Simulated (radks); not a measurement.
# The series with 45 electrons, Rh to Xe⁹⁺

One table from this session's results is given with a row withheld; the runs are named, their logs left out.

Method: scalar-relativistic Kohn-Sham, SCAN, spin-polarised, spherical densities, finite nucleus; open shells are filled with parallel spins first. Code: radks (a radial shooting solver on a logarithmic mesh, Libxc functionals) version 1.

### The system

| Property | Result |
| --- | --- |
| electrons | 45 |
| ions | Rh, Pd⁺, Ag²⁺, Cd³⁺, In⁴⁺, Sn⁵⁺, Sb⁶⁺, Te⁷⁺, I⁸⁺, Xe⁹⁺ |
| configuration | NIST ground configuration of each |

Set-up of the first run:

Input:

```text
Z 45
configuration [Kr] 4d8 5s1
relativity scalar-relativistic
functional scan,scan
spin polarised
nucleus finite rms 4.4945 fm
c 137.035999084
```

Steps of the session up to this table: Rh, [Kr] 4d8 5s1; Pd⁺, [Kr] 4d9; Ag²⁺, [Kr] 4d9; Cd³⁺, [Kr] 4d9; In⁴⁺, [Kr] 4d9; Sn⁵⁺, [Kr] 4d9; Sb⁶⁺, [Kr] 4d9; Te⁷⁺, [Kr] 4d9; I⁸⁺, [Kr] 4d9; Xe⁹⁺, [Kr] 4d9.

One of the session's tables, all rows but one given; the rest of the session is left out.

```
 ion  E (hartree)  ε(4p down) (eV)  ε(4d up) (eV)  ε(5s up, empty in some) (eV)  ε(4d down) (eV)
  Rh  -4785.09421          -50.960         -6.782                        -5.222           -4.866
 Pd⁺  -5046.53110          -63.669        -15.125                       -10.773          -14.255
Ag²⁺            ?                ?              ?                             ?                ?
Cd³⁺  -5593.33056          -103.82        -46.634                       -31.598          -45.583
In⁴⁺  -5878.69570          -127.72        -66.062                       -44.405          -64.928
Sn⁵⁺  -6172.06164          -153.85        -87.668                       -58.663          -86.457
Sb⁶⁺  -6473.46128          -182.11        -111.35                       -74.313          -110.06
Te⁷⁺  -6782.92272          -212.43        -137.02                       -91.315          -135.66
 I⁸⁺  -7100.49348          -244.74        -164.65                       -109.64          -163.22
Xe⁹⁺  -7426.20576          -279.01        -194.18                       -129.27          -192.68
```

**Question.** Estimate the row for Ag²⁺.

**Answer.** E (hartree): -5315.94888; ε(4p down) (eV): -82.358; ε(4d up) (eV): -29.557; ε(5s up, empty in some) (eV): -20.336; ε(4d down) (eV): -28.593. In the column «E (hartree)» it lies between Cd³⁺ (-5593.33056) and Pd⁺ (-5046.53110).
